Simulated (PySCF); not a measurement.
# From one method to the next for Hg²⁺

Aim: see what other levels and later steps give for Hg²⁺.

Computed with PySCF 2.14.0. Level: each script names its method and basis.

3 further runs of the same task are left out: 3 that didn't finish.

## Step 1: The atom

Hg²⁺: 1 atom, charge 2, spin multiplicity 1.

## Step 2: The run that the others are compared with

Contents of input.py:

```python
from pyscf import gto, dft

mol = gto.M(
    atom='Hg 0 0 0',
    basis='sbkjc',
    ecp={'Hg': 'sbkjc'},
    charge=2,
    spin=0,
    verbose=4,
)
mf = dft.RKS(mol, xc='revtpss')
mf.kernel()
mf.mulliken_pop()
mf.dip_moment()
print('orbital energies (hartree):', mf.mo_energy[..., max(0, mol.nelec[1]-3):mol.nelec[0]+3].round(4))
```

Started as:

```sh
OMP_NUM_THREADS=1 python input.py
```

## Step 3: SCF alone

Edit 1 changes step after the SCF: analyze → none.

input.py: that of step 2 with these lines changed.

```diff
@@ -12,3 +12,2 @@
 mf.kernel()
-mf.mulliken_pop()
 mf.dip_moment()
```

## Step 4: Lda,vwn

Edit 2 changes functional: revtpss → lda,vwn.

input.py: that of step 2 with these lines changed.

```diff
@@ -10,3 +10,3 @@
 )
-mf = dft.RKS(mol, xc='revtpss')
+mf = dft.RKS(mol, xc='lda,vwn')
 mf.kernel()
```

## Step 5: MP2 (RHF)

Edit 3 changes step after the SCF: analyze → mp2; SCF type: RKS → RHF; functional: revtpss → none (Hartree–Fock).

input.py: that of step 2 with these lines changed.

```diff
@@ -1,2 +1,2 @@
-from pyscf import gto, dft
+from pyscf import gto, scf, mp
 
@@ -10,5 +10,5 @@
 )
-mf = dft.RKS(mol, xc='revtpss')
+mf = scf.RHF(mol)
 mf.kernel()
-mf.mulliken_pop()
+mp.MP2(mf).kernel()
 mf.dip_moment()
```

## Step 6: Stability test

Edit 4 changes step after the SCF: analyze → stability.

input.py: that of step 2 with these lines changed.

```diff
@@ -12,3 +12,3 @@
 mf.kernel()
-mf.mulliken_pop()
+mf.stability(internal=True, external=True)
 mf.dip_moment()
```

## Step 7: O3lyp

Edit 5 changes functional: revtpss → o3lyp.

input.py: that of step 2 with these lines changed.

```diff
@@ -10,3 +10,3 @@
 )
-mf = dft.RKS(mol, xc='revtpss')
+mf = dft.RKS(mol, xc='o3lyp')
 mf.kernel()
```

## Step 8: Lc_wpbe

Edit 6 changes functional: revtpss → lc_wpbe.

input.py: that of step 2 with these lines changed.

```diff
@@ -10,3 +10,3 @@
 )
-mf = dft.RKS(mol, xc='revtpss')
+mf = dft.RKS(mol, xc='lc_wpbe')
 mf.kernel()
```

What does the calculation give? Wanted: for each run, E(SCF); from base; gap; after the SCF.

**Answer**, as computed:

```
           run  E(SCF) (hartree)  from base (eV)  cycles  gap (eV)              after the SCF
          base       -152.546858               0       8      6.10                        n/a
     SCF alone       -152.546858          0.0000       8      6.10                        n/a
       lda,vwn       -152.466036  not comparable       9      5.61                        n/a
     MP2 (RHF)       -151.920184  not comparable      10     18.49  MP2 correlation -2.677 eV
stability test       -152.546858          0.0000       8      6.10                     stable
         o3lyp       -152.900485  not comparable       8      7.49                        n/a
       lc_wpbe       -152.740833  not comparable      10     14.84                        n/a
```

What this shows: The gap between the frontier levels is 5.6 eV with lda,vwn (0 % exact exchange) and 7.5 eV with o3lyp (12 %). A lower total energy from another functional means nothing by itself. The dearest run is “stability test”, at 5 s against 1.3 s.
